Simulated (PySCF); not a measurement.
# GeH8SSi2: the cost of one run

Programs: PySCF 2.14.0, with density-fitted response routines of our own. Each step states its level of theory. These are calculated values for one molecule in the gas phase, unless marked as measured. Atoms count from 0, in the outputs and in this text.

## 1. The starting structure

12 atoms, charge 0, multiplicity 1; geometry from: GFN2-xTB. The atoms were then displaced at random by about 0.01 Å, so the start is not that level's minimum.

Bonds of the start (Å): S0–Si1 2.19, Si1–Si2 2.34, Si2–Ge3 2.31, S0–H4 1.33, Si1–H5 1.47, Si1–H6 1.46, Si2–H7 1.46, Si2–H8 1.45, Ge3–H9 1.49, Ge3–H10 1.53, Ge3–H11 1.52.

## 2. Geometry optimisation at PBE0-D3(BJ)/def2-SVP

What the job is given:

```
{"job": {"xc": "PBE0", "basis": "def2-SVP", "d3": "d3bj", "grid": 1, "shake": 0.01, "kind": "geom"}, "charge": 0, "multiplicity": 1}
S      2.631910    -0.909570     0.481570
Si     1.465180     0.926970     0.750250
Si    -0.359060     0.947300    -0.714550
Ge    -1.667440    -0.931940    -0.389710
H      1.589070    -1.736590     0.534810
H      2.499740     1.943350     0.541690
H      1.107770     0.942210     2.170370
H     -1.115160     2.167140    -0.471430
H      0.066460     0.997480    -2.095650
H     -1.033090    -2.250010    -0.663010
H     -2.190870    -1.116490     1.034100
H     -2.954830    -1.008110    -1.187460
```

Started as:

```bash
OMP_NUM_THREADS=1 python probes_run.py task.json out
```

This one command runs all jobs of the session in turn.

**Question.** How long does this first job take on 1 thread of Arm Neoverse V2, shared host, and how much memory does it need?

About 30 s, with a peak of 0.54 GiB.
